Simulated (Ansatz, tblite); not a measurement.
# Ge(vinyl)(NMe2)3 (C8H21GeN3): one state, many levels

One table from this session's results is given with a row withheld; the runs are named, their logs left out.

Method: as each input shows; program: Ansatz 0.2.0, Gaussian basis.

Plan: GFN1-xTB, GFN2-xTB, PBE-D4/def2-TZVP, r2SCAN-D4/def2-TZVP, PBE-D4/def2-SVP, PBE0-D4/def2-SVP, HF/STO-3G, HF/6-31G, B3LYP-D4/6-31G, MP2/def2-SVP.

5 further runs of the same task are left out: 3 that didn't finish, 2 set aside as unsound or not needed. Runs told in other sessions of the task aren't counted.

### The geometry

The singlet was relaxed beforehand with PBE-D4/def2-SVP.

33 atoms, charge 0, spin multiplicity 1.

Bond lengths: Ge1–C2 1.953 Å, Ge1–N7 1.847 Å, Ge1–N16 1.850 Å, Ge1–N25 1.851 Å, C2–C3 1.347 Å, C2–H4 1.105 Å, C3–H5 1.104 Å, C3–H6 1.105 Å, N7–C8 1.445 Å, N7–C9 1.445 Å, C8–H10 1.117 Å, C8–H11 1.109 Å, C8–H12 1.120 Å, C9–H13 1.108 Å, C9–H14 1.121 Å, C9–H15 1.118 Å, N16–C17 1.445 Å, N16–C18 1.445 Å and more. Angles: C2–Ge1–N7 110.4°, C2–Ge1–N16 108.4°, C2–Ge1–N25 111.6°, N7–Ge1–N16 111.3°, N7–Ge1–N25 105.1°, N16–Ge1–N25 110.0°, Ge1–C2–C3 120.8°, Ge1–C2–H4 119.9°, C3–C2–H4 119.2°, C2–C3–H5 121.3°, C2–C3–H6 122.3°, H5–C3–H6 116.4°, Ge1–N7–C8 121.1°, Ge1–N7–C9 122.0°, C8–N7–C9 114.8°, N7–C8–H10 111.4°, N7–C8–H11 111.0°, N7–C8–H12 113.1° and more.

PBE0-D4/def2-TZVP was run before; its log isn't repeated, and its numbers join the tables.

Set-up of the first run:

Tight binding, by tblite at 300 K electronic temperature and without a spin-polarisation term:

```python
tblite.interface.Calculator('GFN1-xTB', numbers, positions, charge=0, uhf=0).singlepoint()
```

Tight binding, by tblite at 300 K electronic temperature and without a spin-polarisation term:

```python
tblite.interface.Calculator('GFN2-xTB', numbers, positions, charge=0, uhf=0).singlepoint()
```

start.molden holds the orbitals of an earlier run on this state, given as this run's starting guess.

The input, in.yaml:

```yaml
crystal:
  periodic: [false, false, false]
  atoms:
    - {symbol: Ge, position_ang: [0.109690, 0.093337, 0.383756]}
    - {symbol: C, position_ang: [0.065650, 0.130609, 2.335723]}
    - {symbol: C, position_ang: [-0.746549, -0.694367, 3.023815]}
    - {symbol: H, position_ang: [0.705175, 0.843132, 2.887930]}
    - {symbol: H, position_ang: [-1.402598, -1.416692, 2.507349]}
    - {symbol: H, position_ang: [-0.793972, -0.690889, 4.127348]}
    - {symbol: N, position_ang: [1.847990, -0.070815, -0.217625]}
    - {symbol: C, position_ang: [2.915823, 0.708374, 0.365797]}
    - {symbol: C, position_ang: [2.162877, -0.673432, -1.493077]}
    - {symbol: H, position_ang: [3.834087, 0.090899, 0.520032]}
    - {symbol: H, position_ang: [2.621583, 1.106956, 1.357768]}
    - {symbol: H, position_ang: [3.217342, 1.582723, -0.266433]}
    - {symbol: H, position_ang: [1.279074, -1.217083, -1.882649]}
    - {symbol: H, position_ang: [2.470405, 0.076995, -2.266451]}
    - {symbol: H, position_ang: [3.003980, -1.404096, -1.405003]}
    - {symbol: N, position_ang: [-0.676891, 1.643631, -0.248172]}
    - {symbol: C, position_ang: [-1.824497, 2.240968, 0.394757]}
    - {symbol: C, position_ang: [-0.398120, 2.118109, -1.584223]}
    - {symbol: H, position_ang: [-1.720464, 3.351450, 0.460093]}
    - {symbol: H, position_ang: [-1.934439, 1.856566, 1.429479]}
    - {symbol: H, position_ang: [-2.789334, 2.040596, -0.139840]}
    - {symbol: H, position_ang: [0.539716, 1.666059, -1.965193]}
    - {symbol: H, position_ang: [-1.210015, 1.884112, -2.320782]}
    - {symbol: H, position_ang: [-0.261722, 3.226645, -1.598324]}
    - {symbol: N, position_ang: [-0.776415, -1.385304, -0.290585]}
    - {symbol: C, position_ang: [-0.328081, -2.727611, 0.001452]}
    - {symbol: C, position_ang: [-2.058969, -1.285506, -0.946405]}
    - {symbol: H, position_ang: [-1.024579, -3.283619, 0.680400]}
    - {symbol: H, position_ang: [0.667809, -2.705568, 0.489755]}
    - {symbol: H, position_ang: [-0.228058, -3.343207, -0.927291]}
    - {symbol: H, position_ang: [-2.307432, -0.222645, -1.139000]}
    - {symbol: H, position_ang: [-2.063803, -1.815777, -1.932067]}
    - {symbol: H, position_ang: [-2.895241, -1.724541, -0.342303]}
basis:
  gaussian: {orbitals: def2-TZVP, initial_orbitals: start.molden}
hamiltonian: {xc: pbe, dispersion: d4}
scf: {omitted_lower_state_checks: [starts]}
output: {forces: true, orbitals: {seedname: orbitals}}
```

Started as:

```
$ ansatz run in.yaml --threads 4 --pin off --events-out ev --progress --plain --max-ram 6963MiB
```

Among the steps run: PBE-D4/def2-TZVP; r2SCAN-D4/def2-TZVP; PBE-D4/def2-SVP; PBE0-D4/def2-SVP; HF/STO-3G; HF/6-31G; B3LYP-D4/6-31G; MP2/def2-SVP.

One table of the session follows, with a row left open; its other results are not shown here.

It belongs to the step «Binding energy». 

```
              level  binding an atom (eV)
          HF/STO-3G                 3.539
           HF/6-31G                 2.708
        HF/def2-SVP                 2.906
    PBE-D4/def2-SVP                 4.091
   PBE-D4/def2-TZVP                 4.052
r2SCAN-D4/def2-TZVP                 3.959
     B3LYP-D4/6-31G                 3.912
   PBE0-D4/def2-SVP                 4.028
  PBE0-D4/def2-TZVP                     ?
       MP2/def2-SVP                 3.811
```

**Question.** Estimate the row for PBE0-D4/def2-TZVP.

The run gave: binding an atom (eV): 3.985. In the column «binding an atom (eV)» it lies between r2SCAN-D4/def2-TZVP (3.959) and PBE0-D4/def2-SVP (4.028).

To keep in mind: Free atoms were run apart at each level; binding is atoms less cluster, divided by the number of atoms, without zero-point or spin-orbit terms.
